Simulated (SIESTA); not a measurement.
Crystal: GaGe3.

```xyz
4
Lattice="4.2785 0.0000 0.0000 0.0000 4.2785 0.0000 0.0000 0.0000 4.2785" Properties=species:S:1:pos:R:3 pbc="T T T"
Ge    2.1392    2.1392    0.0000
Ge    2.1392    0.0000    2.1392
Ge    0.0000    2.1392    2.1392
Ga    0.0000    0.0000    0.0000
```

The cell comes from a database or a generator and needn't be the stable form of this composition.

Base run:

| Item | Value |
| --- | --- |
| Program | SIESTA 5.4.2 |
| Functional | PBEsol |
| Potentials or basis | PseudoDojo 0.4 standard (PBEsol files) |
| Basis | SZ (energy shift 0.003 Ry) |
| Grid cutoff | 800 Ry |
| Energy shift | 0.003 Ry |
| k mesh | 6 × 6 × 6 |
| Occupations | fermi-dirac, width 0.05 eV |
| Spin | no spin polarisation |

Its results: band gap on the k mesh none (metal or under the smearing width); pressure 8.0 GPa.

Q: The run is repeated on the same cell with these changes: basis from SZ (energy shift 0.003 Ry) to TZP (energy shift 0.003 Ry; two zetas on semicore shells). What comes out?

A: Band gap on the k mesh none (metal or under the smearing width); pressure -2.8 GPa.

Caveats: the basis of atomic orbitals isn't converged, which shifts pressures, moduli and gaps; the basis has no polarisation orbitals (some runs).
